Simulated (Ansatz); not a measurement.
# F2O3Os (Os(O)3(F)2): the cost of one run

Program: Ansatz 0.2.0. Level of theory: DFT PBE, plane waves, PAW, molecule in a box with 9 Å of vacuum. These are calculated values, not measurements.

2 further runs of the same task are left out: 2 for a known fault of the program.

## 1. The system as given

6 atoms, charge 0, spin multiplicity 1.

Bond lengths: Os1–O2 1.704 Å, Os1–O3 1.704 Å, Os1–O4 1.704 Å, Os1–F5 1.886 Å, Os1–F6 1.886 Å. Angles: O2–Os1–O3 119.9°, O2–Os1–O4 120.1°, O2–Os1–F5 90.0°, O2–Os1–F6 90.0°, O3–Os1–O4 120.1°, O3–Os1–F5 90.0°, O3–Os1–F6 90.0°, O4–Os1–F5 90.0°, O4–Os1–F6 90.0°, F5–Os1–F6 179.9°.

Coordinates:

```mol
F2O3Os
  3D, bonds by distance, orders not assigned

  6  5  0  0  0  0  0  0  0  0999 V2000
   -0.0056   -0.0000    0.0000 Os  0  0
   -0.8590    0.0000    1.4744 O   0  0
   -0.8590   -0.0000   -1.4744 O   0  0
    1.6981    0.0000   -0.0000 O   0  0
   -0.0047    1.8861   -0.0000 F   0  0
   -0.0047   -1.8861    0.0000 F   0  0
  1  2  8  0
  1  3  8  0
  1  4  8  0
  1  5  8  0
  1  6  8  0
M  END
```

Formal oxidation states: Os +8. An earlier session relaxed this geometry at B3LYP, Os def2-SVP with ECP60, O def2-SVP, F def2-SVP (singlet, point group D3h).

## 2. Scalar-relativistic

Input file input.yaml:

```yaml
crystal:
  lattice:
    - [11.56, 0.0, 0.0]
    - [0.0, 12.77, 0.0]
    - [0.0, 0.0, 11.95]
  atoms:
    - { symbol: Os, position: [0.46310294, 0.50008536, 0.49994895] }
    - { symbol: O, position: [0.38927336, 0.50008536, 0.62332887] }
    - { symbol: O, position: [0.38927336, 0.50008536, 0.37656904] }
    - { symbol: O, position: [0.61048097, 0.50008536, 0.49994895] }
    - { symbol: F, position: [0.46317647, 0.64778309, 0.49994895] }
    - { symbol: F, position: [0.46317647, 0.35238841, 0.49994895] }
basis:
  ecutwfc: 420
  ecutrho_ratio: 4
kpoints:
  mp_grid: { grid: [1, 1, 1] }
hamiltonian:
  xc: pbe
scf:
  occupations: { method: gaussian, width: 0.01 }
output:
  forces: true
  eigenvalues: true
  populations: true
```

Launch:

```
ansatz run input.yaml --threads 2 --pin off --max-ram 5120MiB --backend cpu --events-out ev --progress --plain --runs-dir out
```

**Question.** How long does this run take on 2 threads of Intel Xeon Platinum 8259CL at 2.50GHz (Skylake/Cascade Lake), shared host, and how much memory does it need?

About 6.3 s, with a peak of 0.99 GiB.
